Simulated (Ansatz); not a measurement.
**C9H16: up Jacob's ladder to CCSD(T)**

Aim: compute C9H16 with functionals from several rungs and with coupled cluster. The yardstick is the atomisation energy at the CCSD(T) limit.

Method: functionals in def2-TZVPP, the program's frozen cores in correlated methods; program: Ansatz 0.2.0, Gaussian basis.

Plan: LDA (SPW92), PBE-D4, revPBE-D4, BLYP-D4, r2SCAN-D4, B97M-V, PBE0-D4, B3LYP-D4, r2SCANh-D4, r2SCAN0-D4, HSE06-D4, BHLYP-D4, CAM-B3LYP-D4, LC-ωPBE, ωB97X-V, ωB97M-V, B2PLYP, PBE-QIDH; CCSD(T)/def2-SVP; CCSD(T)/def2-TZVPP; MP2/def2-QZVPP; extrapolation to the limit; RPA on PBE.

### 1 The relaxed structure

An earlier PBE0-D4 in a triple-zeta def2 set relaxation fixed the geometry.

SMILES `CCC#CCCCCC`, 25 atoms, charge 0, spin multiplicity 1.

Atoms are counted from 1 here; the program's logs count them from 0.

Bond lengths: C1–C2 1.526 Å, C1–H10 1.092 Å, C1–H11 1.091 Å, C1–H12 1.091 Å, C2–C3 1.455 Å, C2–H13 1.095 Å, C2–H14 1.095 Å, C3–C4 1.203 Å, C4–C5 1.455 Å, C5–C6 1.530 Å, C5–H15 1.097 Å, C5–H16 1.095 Å, C6–C7 1.518 Å, C6–H17 1.096 Å, C6–H18 1.095 Å, C7–C8 1.519 Å, C7–H19 1.096 Å, C7–H20 1.098 Å and more. Angles: C2–C1–H10 110.6°, C2–C1–H11 110.8°, C2–C1–H12 110.8°, H10–C1–H11 108.4°, H10–C1–H12 108.4°, H11–C1–H12 107.9°, C1–C2–C3 112.8°, C1–C2–H13 109.7°, C1–C2–H14 109.7°, C3–C2–H13 109.2°, C3–C2–H14 109.1°, H13–C2–H14 106.1°, C2–C3–C4 178.6°, C3–C4–C5 178.8°, C4–C5–C6 113.1°, C4–C5–H15 109.2°, C4–C5–H16 109.1°, C6–C5–H15 109.4° and more.

### 2 LDA

This LDA is Slater exchange with PW92 correlation.

File in.yaml:

```yaml
crystal:
  periodic: [false, false, false]
  atoms:
    - {symbol: C, position_ang: [-1.703500, -1.749434, -2.573168]}
    - {symbol: C, position_ang: [-0.331626, -1.486474, -3.188686]}
    - {symbol: C, position_ang: [0.556048, -0.759183, -2.294798]}
    - {symbol: C, position_ang: [1.271056, -0.161153, -1.534020]}
    - {symbol: C, position_ang: [2.110669, 0.576502, -0.602497]}
    - {symbol: C, position_ang: [1.309123, 1.356185, 0.441675]}
    - {symbol: C, position_ang: [0.470745, 0.469198, 1.343988]}
    - {symbol: C, position_ang: [-0.340338, 1.249439, 2.364660]}
    - {symbol: C, position_ang: [-1.176162, 0.355644, 3.264223]}
    - {symbol: H, position_ang: [-2.340152, -2.296094, -3.272226]}
    - {symbol: H, position_ang: [-1.610801, -2.338877, -1.659246]}
    - {symbol: H, position_ang: [-2.199356, -0.811122, -2.318170]}
    - {symbol: H, position_ang: [-0.446181, -0.922564, -4.120784]}
    - {symbol: H, position_ang: [0.137684, -2.436855, -3.465259]}
    - {symbol: H, position_ang: [2.786075, -0.122548, -0.094950]}
    - {symbol: H, position_ang: [2.749618, 1.265880, -1.164501]}
    - {symbol: H, position_ang: [2.009238, 1.942300, 1.047269]}
    - {symbol: H, position_ang: [0.661005, 2.073976, -0.072296]}
    - {symbol: H, position_ang: [-0.202062, -0.136431, 0.726402]}
    - {symbol: H, position_ang: [1.125765, -0.240740, 1.865522]}
    - {symbol: H, position_ang: [0.334858, 1.859480, 2.976448]}
    - {symbol: H, position_ang: [-0.993020, 1.956588, 1.839508]}
    - {symbol: H, position_ang: [-0.544684, -0.339821, 3.824471]}
    - {symbol: H, position_ang: [-1.881528, -0.241004, 2.678909]}
    - {symbol: H, position_ang: [-1.752497, 0.937110, 3.987523]}
basis:
  gaussian: {orbitals: def2-TZVPP}
hamiltonian: {xc: lda}
output: {orbitals: {seedname: orbitals}}
```

Started as:

```bash
$ ansatz run in.yaml --threads 4 --pin off --events-out ev --progress --plain --max-ram 66560MiB --backend cuda --devices 0, --max-vram 37GiB
```

The runs that follow: PBE-D4 (GGA); revPBE-D4 (GGA); BLYP-D4 (GGA); r2SCAN-D4 (meta-GGA); B97M-V (meta-GGA); PBE0-D4 (hybrid); B3LYP-D4 (hybrid); r2SCANh-D4 (hybrid); r2SCAN0-D4 (hybrid); HSE06-D4 (hybrid); BHLYP-D4 (hybrid); CAM-B3LYP-D4 (range-separated); LC-ωPBE (range-separated); ωB97X-V (range-separated); ωB97M-V (range-separated); B2PLYP (double hybrid); PBE-QIDH (double hybrid); CCSD(T) in def2-SVP; CCSD(T) in def2-TZVPP; MP2 in def2-QZVPP; RPA on PBE orbitals.

**Question.** What will the summary of the whole plan be? Wanted: atomisation energy, CCSD(T)/CBS; farthest beyond LDA; mean size of error, GGA; mean size of error, meta-GGA; mean size of error, hybrid; mean size of error, range-separated; mean size of error, double hybrid; gap, smallest and largest; T1 diagnostic.

As calculated:

```
                               quantity                                                                                             value
        atomisation energy, CCSD(T)/CBS                                                                                        107.249 eV
    functionals within 0.536 eV (0.5 %)  revPBE-D4, BLYP-D4, r2SCAN-D4, B97M-V, B3LYP-D4, r2SCANh-D4, LC-ωPBE, ωB97X-V, ωB97M-V, PBE-QIDH
                    farthest beyond LDA                                                                                PBE-D4 (+2.416 eV)
                mean size of error, GGA                                                                                          0.939 eV
           mean size of error, meta-GGA                                                                                          0.315 eV
             mean size of error, hybrid                                                                                          0.896 eV
    mean size of error, range-separated                                                                                          0.304 eV
      mean size of error, double hybrid                                                                                          0.515 eV
              gap, smallest and largest                                                             5.96 eV (BLYP-D4), 12.86 eV (LC-ωPBE)
                          T1 diagnostic                                                                                            0.0095
triples share of the correlation energy                                                                                             4.1 %
```

**Reading.** The LDA atomisation energy is off by 14.668 eV (14 %): it overbinds. PBE-D4 is off by +2.416 eV. Double hybrids carry the basis error of their MP2 part in triple zeta, and no dispersion term here, so their miss is partly the set-up's. The rungs range-separated, meta-GGA, double hybrid miss on average by less than the doubt on the reference (0.536 eV), so they tie. The reference freezes the cores and leaves out relativity and excitations past (T), so misses under about 0.536 eV can't be ranked. Hartree-Fock recovers 76 % of the binding; the rest is correlation. CCSD(T) in def2-SVP is off by -3.649 eV, which most functionals beat. The gap grows from 6.0 to 12.9 eV across the functionals, mostly with the share of exact exchange.
